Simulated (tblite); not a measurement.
# C3H9FP2Si: the cost of one run

Computed with tblite 0.8.0 and PySCF 2.14.0, with density-fitted response routines of our own, on a single molecule in the gas phase. Atoms are numbered from 0 throughout.

## 1. The starting structure

16 atoms, charge 0, multiplicity 1; geometry from: force field or distance geometry start.

Bonds of the start (Å): F0–C1 1.39, C1–C2 1.52, C2–C3 1.50, C3–Si4 1.84, Si4–P5 2.18, Si4–P6 2.19, Si4–C1 1.83, C1–H7 1.11, C2–H8 1.10, C2–H9 1.10, C3–H10 1.13, C3–H11 1.09, P5–H12 1.46, P5–H13 1.46, P6–H14 1.45, P6–H15 1.47.

## 2. Relaxing the molecule with GFN2-xTB

The job: settings as JSON, then the geometry in Å.

```
{"job": {"kind": "relax", "xc": "GFN2-xTB", "basis": "xTB"}, "charge": 0, "multiplicity": 1}
F      1.019100     1.583600     1.709000
C      0.898800     0.271500     1.273400
C      1.774600     0.113700     0.037500
C      0.858600    -0.971300    -0.459200
Si    -0.579300    -0.052800     0.242700
P     -2.142400    -1.344200     1.043400
P     -1.273400     1.710700    -0.847300
H      1.175200    -0.476000     2.043900
H      1.727400     0.972100    -0.656000
H      2.791800    -0.253300     0.239300
H      1.055400    -1.910900     0.138400
H      0.869300    -1.188300    -1.529500
H     -3.433400    -0.816200     0.610200
H     -1.982900    -2.646900     0.392800
H     -0.311800     2.789900    -0.848600
H     -2.454600     2.227500    -0.133900
```

On the command line:

```console
> OMP_NUM_THREADS=1 python probes_run.py task.json out
```

The driver reads the jobs from task.json and runs them one after another.

Q: Estimate the wall time and peak memory of this first job on 1 thread of Arm Neoverse N1, shared host.

About 1.1 s, with a peak of 0.18 GiB.
